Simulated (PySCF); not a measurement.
**ReSF₂: quartet, from a trigonal planar start**

Where does quartet ReSF₂ go from a trigonal planar start, is the end point a minimum, and what are its modes, charges and moments?

Program: PySCF 2.14.0. Level of theory: PBE, basis Re def2-SVP with ECP60, S def2-SVP, F def2-SVP, scalar-relativistic core potentials, no spin–orbit coupling, density fitting. These are calculated values, not measurements.

**1. The system as given**

4 atoms, charge 0, spin multiplicity 4.

Bond lengths: Re1–S2 2.130 Å, Re1–F3 1.950 Å, Re1–F4 1.950 Å. Angles: S2–Re1–F3 120.0°, S2–Re1–F4 120.0°, F3–Re1–F4 120.0°.

Z-matrix (Å, degrees; charge 0 multiplicity 4):
```
Re
S  1 2.1300
F  1 1.9500 2 120.00
F  1 1.9500 2 120.00 3 180.00
```

**2. Relaxing the quartet from the trigonal planar start**

The steps below are one call of a driver around PySCF. For each, scf.py gives the equivalent set-up of the SCF; relaxations use the driver's own optimiser. Before each start the driver seeks the lowest SCF state from one or more starting densities and follows internal instabilities, so scf.py alone need not reach the same state.

The program finds C2v symmetry in the start, which this walk keeps.

scf.py reads:

```python
from pyscf import gto, scf, dft
mol = gto.M(atom='''
Re     0.060428     0.104676     0.000000
S     -1.004473    -1.739981    -0.000000
F      2.010407     0.104752     0.000000
F     -0.914649     1.793356     0.000000''',
    basis={'Re': 'def2-SVP', 'S': 'def2-SVP', 'F': 'def2-SVP'},
    ecp={'Re': 'def2-SVP'},
    charge=0, spin=3)
mf = dft.UKS(mol, xc='PBE')
mf.grids.atom_grid = (50, 194)
aux = {'Re': 'def2-universal-JKFIT', 'S': 'def2-universal-JKFIT', 'F': 'def2-universal-JKFIT'}
mf = mf.density_fit(auxbasis=aux)
mf.kernel()
```

The optimiser's trace:

```csv
step,energy (Eh),change (kJ/mol),largest symmetric gradient (Eh/bohr)
0,-675.642362,0.00,0.04450
1,-675.650393,-21.09,0.00640
2,-675.651964,-25.21,0.00324
3,-675.652548,-26.74,0.00169
4,-675.652555,-26.76,0.00016
5,-675.652556,-26.76,0.00001
```

The walk ran for 7.6 s (4 threads, shared host).

Positions (Å) and forces (eV/Å) along the way:

```
step 0
Re   0.060   0.105   0.000   1.302   2.299   0.000
S   -1.004  -1.740   0.000  -0.007  -0.023   0.000
F    2.010   0.105   0.000  -1.824  -0.466   0.000
F   -0.915   1.793   0.000   0.529  -1.810   0.000
step 1
Re   0.092   0.159   0.000   0.179   0.336   0.000
S   -0.977  -1.693   0.000   0.050   0.078   0.000
F    1.962   0.065   0.000   0.083  -0.314   0.000
F   -0.925   1.732   0.000  -0.311  -0.100   0.000
step 3
Re   0.130   0.226   0.000   0.029   0.059   0.000
S   -0.934  -1.618   0.000   0.002  -0.005   0.000
F    1.992  -0.047   0.000  -0.085   0.018   0.000
F   -1.037   1.702   0.000   0.054  -0.071   0.000
step 5
Re   0.130   0.226   0.000  -0.005   0.002   0.000
S   -0.934  -1.618   0.000   0.004  -0.001   0.000
F    1.990  -0.045   0.000   0.003   0.003   0.000
F   -1.034   1.700   0.000  -0.002  -0.004   0.000
```

After 5 steps and 26.8 kJ/mol it ends at C2v: Re–F 1.879 Å (×2), Re–S 2.129 Å; F–Re–F 136.6°, F–Re–S 111.7° (×2).

**3. Is it a minimum? Harmonic modes**

The point is checked on the finer grid, and tightened if its gradient asks for it. The Hessian and the dipole derivatives come from central differences of analytic gradients, with steps of 0.01 bohr.

scf.py: that of step 2 with these lines changed.

```diff
@@ -3,4 +3,4 @@
-Re     0.060428     0.104676     0.000000
-S     -1.004473    -1.739981    -0.000000
-F      2.010407     0.104752     0.000000
-F     -0.914649     1.793356     0.000000''',
+Re     0.079576     0.137845    -0.000000
+S     -0.984863    -1.706012     0.000000
+F      1.939731    -0.126313    -0.000000
+F     -1.079402     1.616601    -0.000000''',
@@ -11 +11 @@
-mf.grids.atom_grid = (50, 194)
+mf.grids.atom_grid = (75, 302)
```

The driver hands on the density of the step before, so the log starts near convergence.

Log of the central SCF (cycles and frontier levels):

```text
init E= -675.65247667934
[... the frontier-level lines of each cycle are left out ...]
cycle= 1 E= -675.652476678973  delta_E= 3.67e-10  |g|= 2.62e-05  |ddm|= 3.3e-05
cycle= 2 E= -675.652476671332  delta_E= 7.64e-09  |g|= 0.000115  |ddm|= 0.000145
cycle= 3 E= -675.652476679239  delta_E= -7.91e-09  |g|= 1.7e-05  |ddm|= 0.000125
cycle= 4 E= -675.652476679368  delta_E= -1.29e-10  |g|= 7.92e-07  |ddm|= 1.29e-05
cycle= 5 E= -675.652476679366  delta_E= 2.05e-12  |g|= 4.87e-08  |ddm|= 8.6e-07
Extra cycle  E= -675.652476679364  delta_E= 2.39e-12  |g|= 8.23e-08  |ddm|= 1.33e-07
converged SCF energy = -675.652476679364  <S^2> = 3.7626151  2S+1 = 4.0063026
```

The whole step took 26 s.

Geometry: C2v; Re–F 1.879 Å (×2), Re–S 2.129 Å; F–Re–F 136.2°, F–Re–S 111.9° (×2).

Modes, for the most abundant isotopes:

| symmetry | ω (cm⁻¹) | IR (km/mol) | type |
| --- | --- | --- | --- |
| b1 | 128 | 5.7 | bend |
| b2 | 146 | 0.0 | bend |
| a1 | 172 | 0.6 | bend |
| a1 | 533 | 16.6 | stretch |
| a1 | 668 | 55.3 | stretch |
| b2 | 685 | 107 | stretch |

Every mode is real; the point is a minimum.

Properties at this point:

```
Dipole moment                                                   : 0.91 D
Highest occupied level                                          : -5.27 eV
Lowest empty level                                              : -4.88 eV
Rotational constants                                            : 0.146, 0.1074, 0.06189 cm⁻¹
Zero-point energy                                               : 13.9 kJ/mol
Principal polarisabilities                                      : 36.8, 42.7, 68.3 bohr³
Atomisation energy without zero-point energy                    : 1502 kJ/mol
Principal traceless quadrupole moments about the centre of mass : -5.19, 0.88, 4.32 D Å
Entropy at 298.15 K and 1 bar (electronic part: spin only)      : 335.6 J/(mol K)
Heat capacity Cp at 298.15 K                                    : 69.4 J/(mol K)
Enthalpy at 298.15 K above 0 K                                  : 16.18 kJ/mol
Rotational symmetry number                                      : 2
Spin squared ⟨S²⟩                                               : 3.763
```

Populations by atom (charges in e):

| atom | Mulliken | Löwdin | polar tensor | spin (Mulliken) | Mayer order to Re1 |
| --- | --- | --- | --- | --- | --- |
| Re1 | 0.71 | -0.02 | 1.25 | 2.62 | – |
| S2 | -0.15 | 0.23 | -0.31 | 0.25 | 2.20 |
| F3,4 | -0.28 | -0.11 | -0.47 | 0.07 | 1.07 |

Outer orbital energies (eV). α occupied: -10.63, -10.41, -9.01, -8.59, -7.55, -7.41, -5.99, -5.27; empty: -3.67, -3.17, -1.01, -0.59. β occupied: -11.65, -10.66, -10.65, -10.35, -10.18, -8.72, -7.58, -7.41; empty: -4.88, -3.93, -3.84, -2.98.

Mulliken populations on Re1 (outside its core potential): s 2.63, p 6.35, d 5.23, f 0.08.

**4. What came out**

| quantity | value |
| --- | --- |
| minimum | quartet, C2v |
| geometry | Re–F 1.879 Å (×2), Re–S 2.129 Å; F–Re–F 136.2°, F–Re–S 111.9° (×2) |
| wavenumbers (cm⁻¹) | 128 (b1), 146 (b2), 172 (a1), 533 (a1), 668 (a1), 685 (b2) |
| dipole moment | 0.91 D |
| highest occupied, lowest empty level (either spin) | -5.27, -4.88 eV |
| polar-tensor charge of Re1 | +1.25 e |
| zero-point energy | 13.9 kJ/mol |
| entropy at 298.15 K | 335.6 J/(mol K) |
| atomisation energy (no zero-point energy) | 1502 kJ/mol |
| ⟨S²⟩ | 3.763 |

**Reading.** The molecule stays C2v, as typed, and the end point is a minimum. The strongest infrared band lies at 685 cm⁻¹ (b2, stretch). Most of the spin sits on Re1 (Mulliken spin 2.62, against 3 for the whole molecule). Only this shape and spin were tried, so other structures or states may lie lower. Open d and f shells are described by one determinant, and the ground state may have another occupation or spin. With an element this heavy the missing spin–orbit coupling can shift these numbers.

The search up to here took 45 s.
